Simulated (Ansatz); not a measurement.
# Be2Si: the cost of one run

Program: Ansatz 0.2.0. Level of theory: DFT PBE, scalar-relativistic, plane waves, PAW. These are calculated values, not measurements.

## (1) The system as given

Symmetry: Pnnm, No. 58, orthorhombic system. Conventional cell: a = 3.893 Å, b = 4.752 Å, c = 2.966 Å, α = 90.00°, β = 90.00°, γ = 90.00°. Be (site symmetry m) is surrounded by 1 Be at 1.94 Å and 3 Si at 1.96 to 1.97 Å. Around Si (site symmetry 2/m) lie 6 Be at 1.96 to 1.97 Å.

Structure file:

```
CELL_PARAMETERS angstrom
3.89331 0.00000 0.00000
0.00000 4.75176 0.00000
0.00000 0.00000 2.96637
ATOMIC_POSITIONS crystal
Be 0.20040 0.37870 0.00000
Be 0.79960 0.62130 0.00000
Be 0.70040 0.12130 0.50000
Be 0.29960 0.87870 0.50000
Si 0.00000 0.00000 0.00000
Si 0.50000 0.50000 0.50000
```

(A quick probe on a coarse mesh, which set the mesh and smearing, is not shown.)

## (3) A loose first relaxation

File input.yaml:

```yaml
crystal:
  lattice:
    - [3.8933105557, 0.0, 0.0]
    - [0.0, 4.7517554877, 0.0]
    - [0.0, 0.0, 2.9663652221]
  atoms:
    - { symbol: Be, position: [0.2004, 0.3787, 0.0] }
    - { symbol: Be, position: [0.7996, 0.6213, 0.0] }
    - { symbol: Be, position: [0.7004, 0.1213, 0.5] }
    - { symbol: Be, position: [0.2996, 0.8787, 0.5] }
    - { symbol: Si, position: [0.0, 0.0, 0.0] }
    - { symbol: Si, position: [0.5, 0.5, 0.5] }
basis:
  ecutwfc: 420
kpoints:
  mp_grid: { grid: [4, 4, 6] }
hamiltonian:
  xc: pbe
scf:
  occupations: { method: gaussian, width: 0.1 }
  lower_state_search: "off"
output:
  forces: true
  stress: true
  eigenvalues: true
relax:
  adjacent_minimum: "off"
  f_tol: 0.04
  max_steps: 70
  cell: { stress_tol: 0.4 }
```

Command:

```bash
> ansatz run input.yaml --threads 1 --pin off --max-ram 2560MiB --backend cpu --events-out ev --progress --plain --runs-dir out
```

**Question.** How long does this run take on 1 thread of Intel Xeon Platinum 8488C (Sapphire Rapids), shared host, and how much memory does it need?

About 45 s, with a peak of 0.38 GiB.
